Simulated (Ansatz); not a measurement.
**GeCF (quartet): wave-function methods side by side at a displaced geometry (v2), cc-pVDZ**

Aim: climb from Hartree-Fock through coupled cluster for GeCF (quartet) at one geometry and basis, and see what each rung misses.

Method: cc-pVDZ, core rule «outside noble gas», up to 16 orbitals frozen; program: Ansatz 0.2.0, Gaussian basis.

Plan: UHF; CCSD(T) on ROHF; CCSD(T) on UHF; BCCD(T) on ROHF; CISD; CCSDT(Q) on ROHF; CCSDT(Q) on UHF.

33 further runs of the same task are left out: 10 for a known fault of the program, 8 that didn't finish, 15 set aside as unsound or not needed.

## Step 1: The system

The geometry is a PBE0/def2-TZVP stationary point (not a proven minimum) with its atoms shifted at random (size 0.100 Å). No spin-orbit coupling is included. The filled d shell of Ge may be among the frozen orbitals whatever the setting's name suggests; the logs give the count.

3 atoms, charge 0, spin multiplicity 4.

Atoms are counted from 1 here; the program's logs count them from 0.

Bond lengths: C1–Ge2 1.974 Å, Ge2–F3 1.781 Å. Angles: C1–Ge2–F3 99.4°.

Geometry (Å):

```xyz
3
charge 0, multiplicity 4
C     0.1317   -1.0053    1.5204
Ge   -0.0331    0.3521    0.0965
F     0.0435   -0.7107   -1.3300
```

## Step 2: UHF

The input, in.yaml:

```yaml
crystal:
  periodic: [false, false, false]
  atoms:
    - {symbol: C, position_ang: [0.131725, -1.005273, 1.520357]}
    - {symbol: Ge, position_ang: [-0.033150, 0.352105, 0.096471]}
    - {symbol: F, position_ang: [0.043471, -0.710735, -1.330018]}
basis:
  gaussian: {orbitals: cc-pVDZ}
magnetization: {spin_polarized: true, initial_magnetization: 3}
hamiltonian: {xc: hf}
output: {orbitals: {seedname: orbitals}}
```

Command:

```console
> ansatz run in.yaml --threads 1 --pin off --events-out ev --progress --plain --max-ram 2393MiB
```

After this run come: CCSD(T) on ROHF; CCSD(T) on UHF; BCCD(T) on ROHF; CISD; CCSDT(Q) on ROHF; CCSDT(Q) on UHF.

Before running them: what should the planned runs give, taken together? Wanted: UCCSDT(Q) below the RHF energy; RMP2 from UCCSDT(Q); UMP2 from UCCSDT(Q); RCCSD from UCCSDT(Q); RCCSD(T) from UCCSDT(Q); UCCSD(T) from UCCSDT(Q); RCCSDT(Q) from UCCSDT(Q); T1 diagnostic.

**Answer**, as computed:

```
                         quantity                      value
   UCCSDT(Q) below the RHF energy                 -9.9033 eV
              RMP2 from UCCSDT(Q)              +110.8 kJ/mol
              UMP2 from UCCSDT(Q)              +109.1 kJ/mol
             RCCSD from UCCSDT(Q)               +32.5 kJ/mol
          RCCSD(T) from UCCSDT(Q)                +7.6 kJ/mol
          UCCSD(T) from UCCSDT(Q)                +7.3 kJ/mol
         RCCSDT(Q) from UCCSDT(Q)                +0.7 kJ/mol
levels within 1 kcal/mol (43 meV)  RCCSDT, UCCSDT, RCCSDT(Q)
                    T1 diagnostic                      0.038
```

What this shows: RCCSD(T) lands +7.6 kJ/mol from the yardstick (0.8 % of the correlation energy). These misses are within one basis, not against nature; the frozen cores of restricted and unrestricted runs differ, which can shift their rows.
